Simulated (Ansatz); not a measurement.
A first try at a comparison of functionals at one structure of HgTe, space group Cmcm, using Ansatz's Python interface.

Script `hgte.py`:
```python
"""One structure of HgTe under several functionals."""

import ansatz as az
from ase import Atoms
import pandas as pd

KMESH = (6, 6, 4)

atoms = Atoms(
    ["Hg", "Hg", "Te", "Te"],
    scaled_positions=[
        (0.34305, 0.65695, 0.75),
        (0.65695, 0.34305, 0.25),
        (0.78481, 0.21519, 0.75),
        (0.21519, 0.78481, 0.25),
    ],
    cell=[
        (2.99252, -3.46693, 0.0),
        (2.99252, 3.46693, 0.0),
        (0.0, 0.0, 5.79816),
    ],
    pbc=True,
)
structure = az.Crystal.from_ase(atoms)

model = (
    structure.calculation()
    .kpoints(*KMESH, center="gamma")
    .occupations(az.OccupationsMethod.FIXED)
    .band_table()
)

rows = []
for value in ["pbesol", "blyp", "lda"]:
    r = model.functional(value).run().report
    rows.append((value, r["free_energy_ev"] / len(r["lattice"]["sites"]), r["n_iterations"], r["gap_by_band_count_ev"], r["n_kpoints"]))

table = pd.DataFrame(rows, columns=["functional", "F/atom (eV)", "iterations", "gap by band count (eV)", "k-points"])
print(table.round(5).to_string(index=False))
```

```console
$ python hgte.py
DeckWarning: basis.ecutwfc = 420 eV, auto-derived from the records' recommended cutoffs: set by Hg (normal level)
RunWarning: iter 1: σ=0 fill of 36 bands saw a band overlap (occupied 10.4506 eV > unoccupied 8.3637 eV) — on an unconverged iterate often a transient of an unconverged empty band; one that stands at the close is told there (band_overlap_at_count); if the run fails to converge, the spectrum is likely genuinely metallic at σ=0 — use a smearing of finite width or the tetrahedron method (which not every kind of run takes: see the entry of scf.occupations.method in the input reference), with at [...]
RunWarning: the bands overlap at the fill by count (36 filled at each k-point of a channel): the highest filled level, 10.449861 eV at k-index 17, stands 2.0786 eV over the lowest empty one, 8.371266 eV at k-index 36, so that a fill of the lowest levels lies lower and no gap is reported. A metal, or a carrier in a host's bands, wants a smearing of finite width or the tetrahedron method (`scf.occupations.method`). A defect's level that its images broaden is meant whole, and this fill is then the [...]
functional  F/atom (eV)  iterations  gap by band count (eV)  k-points
    pbesol -10284.70660           6                -2.07860        39
      blyp -10418.91624           7                -2.02149        39
       lda -10174.72912           6                -2.07313        39
```
(Warnings from the package without file and line, shortened, repeats left out.)

The script ran to its end, but the result can't be trusted. Why?

The fault: fixed occupations, though the bands overlap at this level of theory. Mended:

`hgte.py`:
```python
"""One structure of HgTe under several functionals."""

import ansatz as az
from ase import Atoms
import pandas as pd

KMESH = (6, 6, 4)
OCCUPATIONS = "fermi_dirac"
SMEARING_WIDTH = 0.05

atoms = Atoms(
    ["Hg", "Hg", "Te", "Te"],
    scaled_positions=[
        (0.34305, 0.65695, 0.75),
        (0.65695, 0.34305, 0.25),
        (0.78481, 0.21519, 0.75),
        (0.21519, 0.78481, 0.25),
    ],
    cell=[
        (2.99252, -3.46693, 0.0),
        (2.99252, 3.46693, 0.0),
        (0.0, 0.0, 5.79816),
    ],
    pbc=True,
)
structure = az.Crystal.from_ase(atoms)

model = (
    structure.calculation()
    .kpoints(*KMESH, center="gamma")
    .occupations(OCCUPATIONS, width=SMEARING_WIDTH)
)

rows = []
for value in ["pbesol", "blyp", "lda"]:
    r = model.functional(value).run().report
    rows.append((value, r["free_energy_ev"] / len(r["lattice"]["sites"]), r["n_iterations"], r["n_kpoints"]))

table = pd.DataFrame(rows, columns=["functional", "F/atom (eV)", "iterations", "k-points"])
print(table.round(5).to_string(index=False))
```

With that change:

```console
$ python hgte.py
DeckWarning: basis.ecutwfc = 420 eV, auto-derived from the records' recommended cutoffs: set by Hg (normal level)
functional  F/atom (eV)  iterations  k-points
    pbesol -10284.77164           6        39
      blyp -10418.98035           6        39
       lda -10174.79590           6        39
```
(Warnings from the package without file and line.)

Reading the output:
- BLYP can be off by several per cent in the lattices of metals, and by several GPa in the pressure at a fixed cell.
- For a metal this k-point mesh is coarse: on a finer one energies can move by several to tens of meV an atom and pressures by half a GPa or more, differences at one mesh by less.
- Spin-orbit coupling, which matters for elements this heavy, is left out.
- The structure comes from a database of computed cells and needn't be a stable or known phase.
- Total energies of different functionals can't be compared; pressures, moments and gaps at this one structure can.
- Run time: 18 s on 1 thread of Intel(R) Xeon(R) Processor @ 2.30GHz, on a shared host, peak memory 0.68 GiB.
